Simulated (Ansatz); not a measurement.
Run this with Ansatz 0.2.0 through its Python package and show what comes out.

The script, `bh6pssi.py`:
```python
# -*- coding: utf-8 -*-
"""Run BH6PSSi from an input written out key by key."""

import ansatz as az
import numpy as np

deck = {
    "crystal": {
        "periodic": [False, False, False],
        "atoms": [
            {"symbol": "Si", "position_ang": [-1.6119, 0.3888, 0.1565]},
            {"symbol": "S", "position_ang": [-0.3005, 0.8174, -1.4895]},
            {"symbol": "B", "position_ang": [0.9016, -0.5428, -0.9884]},
            {"symbol": "P", "position_ang": [2.369, -0.1588, 0.2059]},
            {"symbol": "H", "position_ang": [-0.8887, 0.5716, 1.4242]},
            {"symbol": "H", "position_ang": [-2.0905, -0.9984, 0.0589]},
            {"symbol": "H", "position_ang": [-2.7613, 1.3049, 0.1155]},
            {"symbol": "H", "position_ang": [0.7604, -1.6362, -1.4119]},
            {"symbol": "H", "position_ang": [1.85, 1.1355, 0.6134]},
            {"symbol": "H", "position_ang": [1.7719, -0.8819, 1.3153]},
        ],
    },
    "basis": {"gaussian": {"orbitals": "def2-SVP"}},
    "hamiltonian": {"xc": "hf"},
    "output": {"forces": True},
}
session = az.Session.from_dict(deck)
summary = session.plan(threads=1).execute().report

for key in ("converged", "free_energy_ev", "reference_energy_ev", "n_frozen", "n_occupied", "n_virtual"):
    print(f"{key:22s} {summary[key]}")
symbols = ["Si", "S", "B", "P", "H", "H", "H", "H", "H", "H"]
state = summary["mean_field"]["state"]
print(f"mean field: {state['energy']['hartree']:.7f} Ha, <S^2> = {abs(state['spin_squared']):.4f}, stability: {state.get('stability', {}).get('kind')}")

forces = np.array(summary["forces_ev_ang"])
print("largest force", round(float(np.linalg.norm(forces, axis=1).max()), 4), "eV/A, rms", round(float(np.sqrt((forces ** 2).mean())), 4))
charges = summary["charge_distribution"]
dipole = np.array(charges["dipole_moment_e_ang"]) * 4.803205
print("dipole (D): {:.3f} {:.3f} {:.3f}, length {:.3f}".format(*dipole, np.linalg.norm(dipole)))
print("atom  Mulliken   Lowdin")
for symbol, m, l in zip(symbols, charges["mulliken_charges_e"], charges["lowdin_charges_e"]):
    print(f"{symbol:4s} {m:9.3f} {l:8.3f}")
```

```console
$ python bh6pssi.py
converged              True
free_energy_ev         -28709.387209081102
reference_energy_ev    -28709.387209081102
n_frozen               0
n_occupied             [28, 28]
n_virtual              [70, 70]
mean field: -1055.0505200 Ha, <S^2> = 0.0000, stability: minimum
largest force 1.4142 eV/A, rms 0.3954
dipole (D): -0.808 -0.677 1.080, length 1.509
atom  Mulliken   Lowdin
Si       0.618    0.356
S       -0.431    0.150
B        0.230   -0.381
P        0.016    0.299
H       -0.129   -0.106
H       -0.126   -0.101
H       -0.111   -0.095
H       -0.026   -0.053
H       -0.022   -0.046
H       -0.020   -0.023
```

What to keep in mind:
- These settings explore the input space; basis and method may be short of convergence.
- The geometry is a force-field or estimated start, not a minimum of this method, and the basis set is short of its limit.
- The Löwdin charges here are taken after orthogonalising the functions within each atom; they differ from plain Löwdin charges, and their signs can be unphysical.
- Finished in 3 s on 1 thread of Arm Neoverse N1, with other jobs on the host, peak memory 0.23 GiB.
